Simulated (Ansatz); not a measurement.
# Sn4Se3S: the cost of one run

Computed with Ansatz 0.2.0 (DFT PBE, scalar-relativistic, plane waves, PAW, unless a step's input says otherwise).

1 further run of the same task is left out (set aside as unsound or not needed). Runs told in other sessions of the task aren't counted.

## Step 1: The structure to begin with

It takes space group Cm (No. 8, monoclinic). Conventional cell: a = 8.646 Å, b = 8.496 Å, c = 6.088 Å, α = 90.00°, β = 90.93°, γ = 90.00°. Around Sn (site symmetry m) lie 6 Se at 2.92 to 3.17 Å. Sn (site symmetry 1) has 2 S at 2.73 to 3.34 Å and 4 Se at 2.91 to 3.19 Å in its first shell of neighbours. Sn (site symmetry m) is surrounded by 1 S at 2.71 Å and 4 Se at 2.94 to 3.12 Å. Se (site symmetry 1) has 6 Sn at 2.91 to 3.19 Å in its first shell of neighbours. Se (site symmetry m) is surrounded by 6 Sn at 2.92 to 3.17 Å. S (site symmetry m) is surrounded by 3 Sn at 2.71 to 2.73 Å.

Cell or atoms stand a little off a more symmetric structure (R3m at a tolerance of 0.3 Å), so results at this geometry aren't those of that ideal crystal.

As a file:

```xyz
8
Lattice="4.3231 -4.2481 -0.0015 4.3231 4.2481 -0.0015 -0.0963 0.0000 6.0868" Properties=species:S:1:pos:R:3 pbc="T T T"
Sn    4.3448    0.0000    2.9695
Sn    2.2868    2.2243    0.0682
Sn    0.0135    0.0000    2.8912
Sn    2.2868   -2.2243    0.0682
Se    6.3753    2.1297    2.9657
Se    4.2793    0.0000    0.0491
Se    6.3753   -2.1297    2.9657
S     8.4444    0.0000    0.1879
```

It is the end of an earlier relaxation with the same method, from a generated guess; it needn't be the stable form of this composition. At a tolerance of 0.02 Å it has space group Cm (No. 8); it has 27.95 Å³/atom, an uncorrected energy of -0.43 eV/atom over the elements and, on its mesh, gap 0.43 eV.

## Step 2: Elastic constants, atoms relaxed

input.yaml reads:

```yaml
crystal:
  lattice:
    - [4.3230078074, -4.2481574901, -0.0023542829]
    - [4.3230078074, 4.2481574901, -0.0023542829]
    - [-0.0974886068, 0.0, 6.0874867889]
  atoms:
    - { symbol: Sn, position: [0.5077712916, 0.5077712916, 0.4874742481] }
    - { symbol: Sn, position: [0.0028321585, 0.5263925761, 0.0114473778] }
    - { symbol: Sn, position: [0.0069349374, 0.0069349374, 0.4751866911] }
    - { symbol: Sn, position: [0.5263925761, 0.0028321585, 0.0114473778] }
    - { symbol: Se, position: [0.4921433883, 0.9936267278, 0.4874543117] }
    - { symbol: Se, position: [0.4949943475, 0.4949943475, 0.0087115273] }
    - { symbol: Se, position: [0.9936267278, 0.4921433883, 0.4874543117] }
    - { symbol: S, position: [0.976888873, 0.976888873, 0.0314558257] }
basis:
  ecutwfc: 420
kpoints:
  mp_grid: { grid: [6, 6, 6] }
hamiltonian:
  xc: pbe
scf:
  occupations: { method: fixed }
output:
  forces: true
  stress: true
  eigenvalues: true
  polarization: {}
elastic:
  mode: relaxed_ion
  stencil: two_point
```

Run with:

```sh
$ ansatz run input.yaml --threads 4 --pin off --max-ram 8192MiB --backend cpu --events-out ev --progress --plain --runs-dir out
```

What time and memory should one allow on 4 threads of Intel Xeon 6975P-C (Granite Rapids), shared host?

About 30 min, with a peak of 1.9 GiB.
